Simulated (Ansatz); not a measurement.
**SiO2F− (SMILES O=[Si]([O-])F): Born-Oppenheimer dynamics**

The task is to watch the atoms for 40 steps of 0.75 fs, started with velocities for 500 K and run at constant energy.

Computed with Ansatz 0.2.0, Gaussian basis. Level: PBE0-D4/def2-SVPD.

### Step 1. Where the work starts

4 atoms, charge -1, spin multiplicity 1.

Atoms are counted from 1 here; the program's logs count them from 0.

Bond lengths: O1–Si2 1.523 Å, Si2–O3 1.523 Å, Si2–F4 1.669 Å. Angles: O1–Si2–O3 138.5°, O1–Si2–F4 110.7°, O3–Si2–F4 110.8°.

Geometry (Å):

```xyz
4
charge -1, multiplicity 1
O     0.8637    0.7039    1.1221
Si    0.0740   -0.0908    0.0901
O    -0.1830   -1.5467   -0.2771
F    -0.7547    0.9336   -0.9351
```

### Step 2. The run

File md/in.yaml:

```yaml
crystal:
  periodic: [false, false, false]
  atoms:
    - {symbol: O, position_ang: [0.863700, 0.703900, 1.122150]}
    - {symbol: Si, position_ang: [0.073990, -0.090780, 0.090100]}
    - {symbol: O, position_ang: [-0.183020, -1.546690, -0.277120]}
    - {symbol: F, position_ang: [-0.754680, 0.933580, -0.935140]}
basis:
  gaussian: {orbitals: def2-SVPD}
total_charge: -1
hamiltonian: {xc: pbe0, dispersion: d4}
md: {n_steps: 40, timestep: 0.75, temperature: 500, ensemble: nve, seed: 8, initial_velocities: maxwell_boltzmann}
```

Launch:

```sh
ansatz run in.yaml --threads 2 --pin off --events-out ev --progress --plain --max-ram 3481MiB
```

**Question.** What will these runs give? Wanted: temperature at the start; mean temperature, second half; lowest and highest potential energy, from the first frame; largest change of potential + kinetic.

The runs gave:

```
                                                 quantity              value
                                                   length  40 steps, 30.0 fs
                                 temperature at the start              500 K
                            mean temperature, second half              349 K
lowest and highest potential energy, from the first frame       0 and 68 meV
                    largest change of potential + kinetic            0.3 meV
```

What this shows: With no thermostat the total energy should stay fixed; it holds within 0.3 meV, small beside the kinetic energy, so the time step serves. The temperature runs between 237 and 500 K. The bonding pattern stays as it was.
